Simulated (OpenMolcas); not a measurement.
# Co²⁺ among point charges: CASSCF levels and susceptibility

Aim: the splitting of the states of Co²⁺ in the field of 6 point charges, its lowest levels with spin-orbit coupling and its magnetic susceptibility.

The numbers are computed with OpenMolcas 26.06 (state-averaged CASSCF, spin-orbit coupling by RASSI with atomic mean-field integrals), except any that are marked as measured or tabulated.

1 further run of the same task is left out (it didn't finish).

## Step 1: The system

```
Species                           : Co²⁺ (cobalt, Z = 27, 25 electrons)
Basis                             : ANO-RCC-VDZP [5s4p2d1f], 34 functions
Scalar Hamiltonian                : DKH2, point nucleus
Inactive shells                   : 1s 2s 2p 3s 3p
Active space                      : 7 electrons in 5 orbitals (3d)
Some configurations of this space : 3d7
Orbitals                          : optimised for each spin and parity, averaged over all roots
```

The outer shells:

3d7
```
3d [↑↓][↑↓][↑ ][↑ ][↑ ]
```

The ion sits among 6 point charges of -1.76 e arranged as a trigonal prism (D3h), 1.71 Å from the ion, with a polar angle of 42.7° against the regular 49.1°. The active orbitals were held to one l.

Each step is its own input file, run in one work folder so that later steps find the files of earlier ones. Labels, J, g values, rates, χT and fits are worked out afterwards by a script from the matrices that RASSI stores.

## Step 2: Basis and integrals

Contents of a.inp:

```
&GATEWAY
Coord
1

Co 0.0 0.0 0.0
Basis=ANO-RCC-VDZP
Group=NoSym
NoMove
AngMom=0.0 0.0 0.0
AMFI
XField
6 Angstrom 0
1.160026 0.000000 1.256360 -1.760000
-0.580013 1.004612 1.256360 -1.760000
-0.580013 -1.004612 1.256360 -1.760000
1.160026 0.000000 -1.256360 -1.760000
-0.580013 1.004612 -1.256360 -1.760000
-0.580013 -1.004612 -1.256360 -1.760000
&SEWARD
```

Command:

```
$ OMP_NUM_THREADS=1 MOLCAS_MEM=1689 MOLCAS_PROJECT=a pymolcas a.inp > a.log
```

## Step 3: Reference wave functions, quartets, 10 roots

Contents of a.inp:

```
&RASSCF
FileOrb=start.orb
Symmetry=1
Spin=4
nActEl=7 0 0
Inactive=9
Ras2=5
CIRoot=10 10 1
SDav=10
CIMx=300
Iter=120 100
PrWF=0.3
OrbListing=Nothing
MaxOrb=0
SupSym
1
10 10 11 12 13 14 23 24 25 26 27
>>> COPY $Project.JobIph JOB001
```

start.orb holds the contracted functions of the basis, ordered by shell, or the orbitals of the step before.

## Step 4: CASSCF: doublets, 40 roots

Contents of a.inp:

```
&RASSCF
FileOrb=start.orb
Symmetry=1
Spin=2
nActEl=7 0 0
Inactive=9
Ras2=5
CIRoot=40 40 1
SDav=40
CIMx=300
Iter=120 100
PrWF=0.3
OrbListing=Nothing
MaxOrb=0
SupSym
1
10 10 11 12 13 14 23 24 25 26 27
>>> COPY $Project.JobIph JOB002
```

## Step 5: State interaction with spin-orbit coupling

Contents of a.inp:

```
&RASSI
NrOfJobIphs=2 10 40
1 2 3 4 5 6 7 8 9 10
1 2 3 4 5 6 7 8 9 10 11 12 13 14 15 16 17 18 19 20 21 22 23 24 25 26 27
28 29 30 31 32 33 34 35 36 37 38 39 40
IphNames
JOB001
JOB002
EJob
SpinOrbit
DIPRint=1.0
SOCoupling=1000.0
Subsets=2
Property=9
'ANGMOM' 1 'ANGMOM' 2 'ANGMOM' 3 'MLTPL  1' 1 'MLTPL  1' 2 'MLTPL  1' 3
'AMFI' 1 'AMFI' 2 'AMFI' 3
SOProperty=3
'ANGMOM' 1 'ANGMOM' 2 'ANGMOM' 3
```

**Question.** What will these runs give? Wanted: spin-free ground state; first state of the same spin within the active space; lowest level; next level.

The runs gave:

| quantity | value |
| --- | --- |
| method | CASSCF |
| spin-free ground state | 4A2, 1-fold in its orbital part |
| first state of the same spin within the active space | 4E at 3270 cm⁻¹ |
| lowest level | 2-fold E1/2, g = 2.00, 4.29, 4.29 |
| next level | 4.8 cm⁻¹ |
| χT at 300 K | 2.11 cm³ K/mol |
| effective moment at 300 K | 4.11 μB |

The spin-free ground state (4A2) comes to 54 % from free-ion P terms and keeps the highest spin of the shell. χT at 300 K is 2.11, against 1.88 cm³ K/mol for the spin alone, so orbital moment adds to it. An active space of the d shell alone favours high spin; real ions in strong fields can be low spin. The field of point charges can differ much from that of real complexes. With metal d orbitals alone active, the gaps between spin states are rough; where two lie within a few thousand cm-1, their order is open. Point charges carry no covalency, so the field is a model and not that of real ligands.
